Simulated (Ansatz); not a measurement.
# BCl₂HSe: basis-set convergence

One table from this session's results is given with a row withheld; the runs are named, their logs left out.

The runs use Ansatz 0.2.0, Gaussian basis; one geometry, several basis sets.

The runs, in order: PBE0-D4/def2-SVP; ωB97M-V/def2-SVP; PBE0-D4/def2-QZVPP; ωB97M-V/def2-QZVPP; the functionals' def2-TZVPP values are taken from earlier runs.

**The relaxed structure**

All runs share one geometry, relaxed beforehand with PBE0-D4 in a triple-zeta def2 set.

SMILES `ClB(Cl)[SeH]`, 5 atoms, charge 0, spin multiplicity 1.

Atoms are counted from 1 here; the program's logs count them from 0.

Bond lengths: Cl1–B2 1.744 Å, B2–Cl3 1.746 Å, B2–Se4 1.927 Å, Se4–H5 1.468 Å. Angles: Cl1–B2–Cl3 119.8°, Cl1–B2–Se4 122.8°, Cl3–B2–Se4 117.4°, B2–Se4–H5 95.0°.

Set-up of the first run:

Contents of in.yaml:

```yaml
crystal:
  periodic: [false, false, false]
  atoms:
    - {symbol: Cl, position_ang: [0.365343, 0.131397, 1.782024]}
    - {symbol: B, position_ang: [0.312310, -0.421321, 0.129206]}
    - {symbol: Cl, position_ang: [1.157626, -1.879497, -0.325025]}
    - {symbol: Se, position_ang: [-0.651406, 0.512124, -1.253685]}
    - {symbol: H, position_ang: [-1.134074, 1.583696, -0.373918]}
basis:
  gaussian: {orbitals: def2-SVP}
hamiltonian: {xc: pbe0, dispersion: d4}
output: {orbitals: {seedname: orbitals}}
```

Among the steps run: PBE0-D4 in def2-SVP; ωB97M-V in def2-SVP; PBE0-D4 in def2-QZVPP; ωB97M-V in def2-QZVPP.

One of the session's tables, all rows but one given; the rest of the session is left out.

It belongs to the step «Functionals by basis». 

```
functional       basis  HOMO (eV)
   PBE0-D4    def2-SVP      -7.70
   PBE0-D4  def2-TZVPP      -7.82
   PBE0-D4  def2-QZVPP      -7.85
   ωB97M-V    def2-SVP          ?
   ωB97M-V  def2-TZVPP      -9.93
   ωB97M-V  def2-QZVPP      -9.95
```

Estimate the missing values for ωB97M-V, def2-SVP.

**Answer.** HOMO (eV): -9.77. In the column «HOMO (eV)» it lies between ωB97M-V, def2-TZVPP (-9.93) and PBE0-D4, def2-QZVPP (-7.85).
